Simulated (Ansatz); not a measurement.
# ZrS+ (doublet): wave-function methods side by side, def2-QZVPP

One table from this session's results is given with a row withheld; the runs are named, their logs left out.

Computed with Ansatz 0.2.0, Gaussian basis. Level: def2-QZVPP, core rule «outside noble gas», up to 9 orbitals frozen.

To be run: UHF; ROHF; CCSD(T) on UHF.

2 further runs of the same task are left out: 2 set aside as unsound or not needed.

## What is computed

The geometry is a PBE0/def2-TZVP stationary point (not a proven minimum) of the parent state, kept for this charge and spin. No spin-orbit coupling is included. Elements past krypton take def2 core potentials.

2 atoms, charge 1, spin multiplicity 2.

Atoms are counted from 1 here; the program's logs count them from 0.

Bond lengths: Zr1–S2 2.143 Å.

Geometry (Å):

```xyz
2

Zr    0.00000    0.00000    0.00000
S     0.00000    0.00000    2.14338
```

The first run:

File in.yaml:

```yaml
crystal:
  periodic: [false, false, false]
  atoms:
    - {symbol: Zr, position_ang: [0.000000, 0.000000, 0.000000]}
    - {symbol: S, position_ang: [0.000000, 0.000000, 2.143378]}
basis:
  gaussian: {orbitals: "def2-QZVPP.json"}
total_charge: 1
magnetization: {spin_polarized: true, initial_magnetization: 1}
hamiltonian: {xc: hf}
output: {orbitals: {seedname: orbitals}}
```

The run is started by

```bash
> ansatz run in.yaml --threads 1 --pin off --events-out ev --progress --plain --max-ram 4096MiB --backend cpu
```

Steps of the session up to this table: UHF; ROHF; CCSD(T) on UHF.

One table of the session follows, with a row left open; its other results are not shown here.

It belongs to the step «Misses and costs». 

| method | from UCCSD(T) (meV) |
| --- | --- |
| ROHF | +7926.0 |
| UHF | +7800.5 |
| UMP2 | ? |
| UCCSD | +611.7 |
| UCCSD(T) | 0 |

Q: Estimate the row for UMP2 from the others.

As computed: from UCCSD(T) (meV): +760.6. In the column «from UCCSD(T) (meV)» it lies between UCCSD (+611.7) and UHF (+7800.5).
